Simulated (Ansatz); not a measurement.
# C₆H₄O₅: one species, many methods

An exercise on one series of results from a longer session: the logs are not shown, and one member is left open.

Computed with Ansatz 0.2.0, Gaussian basis. Level: functionals in def2-TZVPP, the program's frozen cores in correlated methods.

Levels to be run: LDA (SPW92), PBE-D4, revPBE-D4, BLYP-D4, r2SCAN-D4, B97M-V, PBE0-D4, B3LYP-D4, r2SCANh-D4, r2SCAN0-D4, HSE06-D4, BHLYP-D4, CAM-B3LYP-D4, LC-ωPBE, ωB97X-V, ωB97M-V, B2PLYP, PBE-QIDH; CCSD(T)/def2-SVP; CCSD(T)/def2-TZVPP; MP2/def2-QZVPP; extrapolation to the limit; RPA on PBE.

## The geometry

The geometry comes from an earlier relaxation with PBE0-D4 in a triple-zeta def2 set; it is a stationary point, not always the lowest conformer.

SMILES `CC(=O)OC1=CC(=O)OC1=O`, 15 atoms, charge 0, spin multiplicity 1.

Atoms are counted from 1 here; the program's logs count them from 0.

Bond lengths: C1–C2 1.486 Å, C1–H12 1.091 Å, C1–H13 1.093 Å, C1–H14 1.087 Å, C2–O3 1.188 Å, C2–O4 1.391 Å, O4–C5 1.340 Å, C5–C6 1.328 Å, C5–C10 1.496 Å, C6–C7 1.472 Å, C6–H15 1.079 Å, C7–O8 1.186 Å, C7–O9 1.391 Å, O9–C10 1.365 Å, C10–O11 1.186 Å. Angles: C2–C1–H12 110.5°, C2–C1–H13 108.7°, C2–C1–H14 109.5°, H12–C1–H13 107.6°, H12–C1–H14 110.8°, H13–C1–H14 109.8°, C1–C2–O3 128.4°, C1–C2–O4 110.1°, O3–C2–O4 121.4°, C2–O4–C5 116.2°, O4–C5–C6 129.5°, O4–C5–C10 121.4°, C6–C5–C10 108.8°, C5–C6–C7 106.9°, C5–C6–H15 129.9°, C7–C6–H15 123.2°, C6–C7–O8 129.9°, C6–C7–O9 108.5° and more.

Set-up of the first run:

Contents of in.yaml:

```yaml
crystal:
  periodic: [false, false, false]
  atoms:
    - {symbol: C, position_ang: [-0.787818, 0.067378, -2.753975]}
    - {symbol: C, position_ang: [-0.051077, -0.322528, -1.523265]}
    - {symbol: O, position_ang: [0.593001, -1.300914, -1.326940]}
    - {symbol: O, position_ang: [-0.182172, 0.665961, -0.553331]}
    - {symbol: C, position_ang: [0.161500, 0.319088, 0.694328]}
    - {symbol: C, position_ang: [1.002714, 0.911420, 1.534104]}
    - {symbol: C, position_ang: [0.937437, 0.166971, 2.802501]}
    - {symbol: O, position_ang: [1.535677, 0.331049, 3.812839]}
    - {symbol: O, position_ang: [0.006517, -0.857670, 2.664516]}
    - {symbol: C, position_ang: [-0.529919, -0.797351, 1.410761]}
    - {symbol: O, position_ang: [-1.411387, -1.491290, 1.027306]}
    - {symbol: H, position_ang: [-0.556307, 1.097653, -3.026722]}
    - {symbol: H, position_ang: [-1.860213, 0.011693, -2.552549]}
    - {symbol: H, position_ang: [-0.529681, -0.612807, -3.561169]}
    - {symbol: H, position_ang: [1.649928, 1.760446, 1.380698]}
basis:
  gaussian: {orbitals: def2-TZVPP}
hamiltonian: {xc: lda}
output: {orbitals: {seedname: orbitals}}
```

Among the steps run: LDA; PBE-D4 (GGA); revPBE-D4 (GGA); BLYP-D4 (GGA); r2SCAN-D4 (meta-GGA); B97M-V (meta-GGA); PBE0-D4 (hybrid); B3LYP-D4 (hybrid); r2SCANh-D4 (hybrid); r2SCAN0-D4 (hybrid); HSE06-D4 (hybrid); BHLYP-D4 (hybrid); CAM-B3LYP-D4 (range-separated); LC-ωPBE (range-separated); ωB97X-V (range-separated); ωB97M-V (range-separated); B2PLYP (double hybrid); PBE-QIDH (double hybrid).

One of the session's tables, all rows but one given; the rest of the session is left out.

It belongs to the step «Orbital energies across the functionals». 

| functional | HOMO (eV) | LUMO (eV) | gap (eV) |
| --- | --- | --- | --- |
| LDA (SPW92) | -7.31 | -4.22 | 3.08 |
| PBE-D4 | -7.07 | -3.91 | 3.16 |
| revPBE-D4 | -6.98 | -3.80 | 3.18 |
| BLYP-D4 | -6.98 | -3.78 | 3.20 |
| r2SCAN-D4 | -7.43 | -3.84 | 3.59 |
| B97M-V | -7.56 | -3.69 | 3.87 |
| PBE0-D4 | -8.77 | -3.03 | 5.74 |
| B3LYP-D4 | -8.51 | -3.24 | 5.27 |
| r2SCANh-D4 | -8.07 | -3.51 | 4.57 |
| r2SCAN0-D4 | -9.03 | -2.99 | 6.04 |
| HSE06-D4 | -8.36 | -3.40 | 4.96 |
| BHLYP-D4 | -10.13 | -1.96 | 8.17 |
| CAM-B3LYP-D4 | -10.25 | -1.92 | 8.33 |
| LC-ωPBE | -11.55 | -0.80 | 10.75 |
| ωB97X-V | -11.20 | -0.81 | 10.39 |
| ωB97M-V | ? | ? | ? |

**Question.** Estimate the row for ωB97M-V.

The run gave: HOMO (eV): -11.12; LUMO (eV): -0.84; gap (eV): 10.28. In the column «HOMO (eV)» it lies between ωB97X-V (-11.20) and CAM-B3LYP-D4 (-10.25).
